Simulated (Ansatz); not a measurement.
**C2HF3Ge: up Jacob's ladder to CCSD(T)**

How much do the methods differ for C2HF3Ge? The plan is to run it at one geometry with functionals of several rungs and with coupled cluster. The yardstick is the atomisation energy at the CCSD(T) limit.

Computed with Ansatz 0.2.0, Gaussian basis. Level: functionals in def2-TZVPP, the program's frozen cores in correlated methods.

The runs, in order: LDA (SPW92), PBE-D4, revPBE-D4, BLYP-D4, r2SCAN-D4, B97M-V, PBE0-D4, B3LYP-D4, r2SCANh-D4, r2SCAN0-D4, HSE06-D4, BHLYP-D4, CAM-B3LYP-D4, LC-ωPBE, ωB97X-V, ωB97M-V, B2PLYP, PBE-QIDH; CCSD(T)/def2-SVP; CCSD(T)/def2-TZVPP; MP2/def2-QZVPP; extrapolation to the limit; RPA on PBE.

## Step 1: Structure used throughout

All runs share one geometry, relaxed beforehand with PBE0-D4 in a triple-zeta def2 set.

7 atoms, charge 0, spin multiplicity 1.

Atoms are counted from 1 here; the program's logs count them from 0.

Bond lengths: C1–C2 1.202 Å, C1–H7 1.067 Å, C2–Ge3 1.860 Å, Ge3–F4 1.703 Å, Ge3–F5 1.703 Å, Ge3–F6 1.703 Å. Angles: C2–C1–H7 180.0°, C1–C2–Ge3 180.0°, C2–Ge3–F4 112.1°, C2–Ge3–F5 112.1°, C2–Ge3–F6 112.1°, F4–Ge3–F5 106.7°, F4–Ge3–F6 106.7°, F5–Ge3–F6 106.7°.

## Step 2: LDA

This LDA is Slater exchange with PW92 correlation.

Input file in.yaml:

```yaml
crystal:
  periodic: [false, false, false]
  atoms:
    - {symbol: C, position_ang: [0.576564, -1.925378, 0.422949]}
    - {symbol: C, position_ang: [0.242531, -0.798916, 0.170398]}
    - {symbol: Ge, position_ang: [-0.274131, 0.944376, -0.220420]}
    - {symbol: F, position_ang: [-1.801075, 1.008027, -0.971545]}
    - {symbol: F, position_ang: [0.820267, 1.717420, -1.271367]}
    - {symbol: F, position_ang: [-0.376067, 1.911876, 1.177204]}
    - {symbol: H, position_ang: [0.873109, -2.925505, 0.647180]}
basis:
  gaussian: {orbitals: def2-TZVPP}
hamiltonian: {xc: lda}
output: {orbitals: {seedname: orbitals}}
```

Launch:

```
ansatz run in.yaml --threads 4 --pin off --events-out ev --progress --plain --max-ram 10444MiB
```

Further steps of the session: PBE-D4 (GGA); revPBE-D4 (GGA); BLYP-D4 (GGA); r2SCAN-D4 (meta-GGA); B97M-V (meta-GGA); B3LYP-D4 (hybrid); r2SCANh-D4 (hybrid); r2SCAN0-D4 (hybrid); HSE06-D4 (hybrid); BHLYP-D4 (hybrid); CAM-B3LYP-D4 (range-separated); LC-ωPBE (range-separated); ωB97X-V (range-separated); ωB97M-V (range-separated); B2PLYP (double hybrid); PBE-QIDH (double hybrid); CCSD(T) in def2-SVP; CCSD(T) in def2-TZVPP; MP2 in def2-QZVPP; RPA on PBE orbitals.

Before running them: what should the planned runs give, taken together? Wanted: atomisation energy, CCSD(T)/CBS; farthest beyond LDA; mean size of error, GGA; mean size of error, meta-GGA; mean size of error, hybrid; mean size of error, range-separated; mean size of error, double hybrid; gap, smallest and largest; T1 diagnostic.

The runs gave:

| quantity | value |
| --- | --- |
| atomisation energy, CCSD(T)/CBS | 31.088 eV |
| functionals within 0.311 eV (1.0 %) | BLYP-D4, r2SCAN-D4, B97M-V, HSE06-D4, CAM-B3LYP-D4, LC-ωPBE, ωB97X-V, ωB97M-V, PBE-QIDH |
| farthest beyond LDA | BHLYP-D4 (-1.995 eV) |
| mean size of error, GGA | 0.435 eV |
| mean size of error, meta-GGA | 0.039 eV |
| mean size of error, hybrid | 0.779 eV |
| mean size of error, range-separated | 0.169 eV |
| mean size of error, double hybrid | 0.320 eV |
| gap, smallest and largest | 6.20 eV (LDA (SPW92)), 13.72 eV (LC-ωPBE) |
| T1 diagnostic | 0.0129 |
| triples share of the correlation energy | 3.6 % |

**Reading.** The LDA atomisation energy is off by 5.269 eV (17 %): it overbinds. PBE-D4 misses by +0.835 eV. Double hybrids carry the basis error of their MP2 part in triple zeta, and no dispersion term here, so their miss is partly the set-up's. The rungs meta-GGA, range-separated miss on average by less than the doubt on the reference (0.311 eV), so they tie; hybrid functionals have the largest mean beyond LDA (0.779 eV), BHLYP with half exact exchange included. Misses under about 0.311 eV are within the doubt on the reference itself, which lacks core-valence correlation, relativity and higher excitations, and its outer-core shells are covered unevenly. Hartree-Fock recovers 70 % of the binding; the rest is correlation. CCSD(T) in def2-SVP is off by -1.955 eV, which most functionals beat. Orbital gaps span 6.2 to 13.7 eV; exact exchange widens them. Correlated methods include outer-core shells of Ge, which these sets cover unevenly.
